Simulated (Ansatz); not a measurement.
# CH7NOSi2: the cost of one run

Method: RKS PBE0/def2-SVP, in Ansatz 0.2.0.

## Step 1: The structure to begin with

Bond lengths: N1–C2 1.261 Å, C2–Si3 1.898 Å, C2–O4 1.363 Å, O4–Si5 1.649 Å, N1–H6 1.039 Å, Si3–H7 1.534 Å, Si3–H8 1.419 Å, Si3–H9 1.545 Å, Si5–H10 1.482 Å, Si5–H11 1.452 Å, Si5–H12 1.508 Å. Angles (14 of 17 angles, heavy atoms first): N1–C2–Si3 121.5°, N1–C2–O4 121.0°, Si3–C2–O4 117.2°, C2–O4–Si5 127.7°, C2–N1–H6 114.9°, C2–Si3–H7 110.3°, C2–Si3–H8 112.9°, C2–Si3–H9 109.8°, O4–Si5–H10 111.4°, O4–Si5–H11 108.2°, O4–Si5–H12 107.2°, H7–Si3–H8 109.3°, H7–Si3–H9 105.1°, H8–Si3–H9 109.2°.

Coordinates:

```xyz
12

N     0.1333    1.3931    0.5655
C    -0.0503    0.1573    0.3934
Si   -0.4382   -1.0001    1.8466
O     0.1373   -0.4175   -0.8283
Si    0.3720    0.3391   -2.2740
H    -0.0283    1.7279    1.5357
H     0.7029   -2.0066    2.0439
H    -1.6590   -1.7035    1.6806
H    -0.4921   -0.1908    3.1610
H    -0.7162    1.3023   -2.5638
H     0.3968   -0.6722   -3.3156
H     1.7188    1.0156   -2.2111
```

## Step 2: End point A

The input, input.yaml:

```yaml
crystal:
  periodic: [false, false, false]
  atoms:
    - { symbol: "N", position_ang: [0.1333, 1.3931, 0.5655] }
    - { symbol: C, position_ang: [-0.0503, 0.1573, 0.3934] }
    - { symbol: Si, position_ang: [-0.4382, -1.0001, 1.8466] }
    - { symbol: O, position_ang: [0.1373, -0.4175, -0.8283] }
    - { symbol: Si, position_ang: [0.372, 0.3391, -2.274] }
    - { symbol: H, position_ang: [-0.0283, 1.7279, 1.5357] }
    - { symbol: H, position_ang: [0.7029, -2.0066, 2.0439] }
    - { symbol: H, position_ang: [-1.659, -1.7035, 1.6806] }
    - { symbol: H, position_ang: [-0.4921, -0.1908, 3.161] }
    - { symbol: H, position_ang: [-0.7162, 1.3023, -2.5638] }
    - { symbol: H, position_ang: [0.3968, -0.6722, -3.3156] }
    - { symbol: H, position_ang: [1.7188, 1.0156, -2.2111] }
basis:
  gaussian: { orbitals: def2-SVP }
hamiltonian:
  xc: pbe0
relax:
  f_tol: 0.02
  max_steps: 50
```

On the command line:

```sh
$ ansatz run input.yaml --threads 2 --pin off --max-ram 3072MiB --backend cpu --events-out ev --progress --plain --runs-dir out
```

**Question.** How long does this run take on 2 threads of Arm Neoverse V1, shared host, and how much memory does it need?

About 42 s, with a peak of 0.26 GiB.
